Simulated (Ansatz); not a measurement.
MoPt under changes of volume

One of the cells (15.170 Å³/atom); the others are scaled copies at fixed shape and fractional positions:

```
Pt Mo
1.0
     4.47661    0.00000    0.00000
     0.00000    2.73373    0.00000
     0.00000    0.00000    4.95840
Pt Mo
2 2
Direct
  0.75000 0.50000 0.33727
  0.25000 0.50000 0.66273
  0.75000 0.00000 0.83825
  0.25000 0.00000 0.16175
```

The cell comes from a database or a generator and needn't be the stable form of this composition.

```yaml
Program: Ansatz 0.2.0
Functional: PBEsol
Potentials_or_basis: all-electron LAPW, scalar-relativistic
Cutoff: 279 eV (chosen from the basis error)
Basis_error_allowed: 0.001 eV/atom
k_mesh: 6 × 10 × 6
Occupations: fermi-dirac, width 0.05 eV
Spin: no spin polarisation
```

```csv
volume (Å³/atom),energy over the lowest point (meV/atom),pressure (GPa),largest force (eV/Å)
14.260,26.12,14.3,0.177
14.563,6.41,6.8,0.173
14.867,0.00,0.2,0.167
15.170,5.39,-5.7,0.160
15.473,21.28,-10.9,0.152
15.777,?,?,?
16.080,79.91,-19.6,0.141
```

**Question.** What does the run at 15.777 Å³/atom give?

**Answer.** Energy over the lowest point 46.48 meV/atom; pressure -15.5 GPa; largest force 0.143 eV/Å.

Worked out: A Birch-Murnaghan fit of order 3 (a polynomial in V^(-2/3)) to the other rows has its minimum at 14.87 Å³/atom with B0 = V·E''(V) = 305 GPa and B' = 4.9 at fixed shape and positions, which overstates the stiffness. It gives 46.51 meV/atom at 15.777 Å³/atom, against the run's 46.48, and -dE/dV = -15.6 GPa, against -15.5.

Energies are extrapolated to zero smearing.
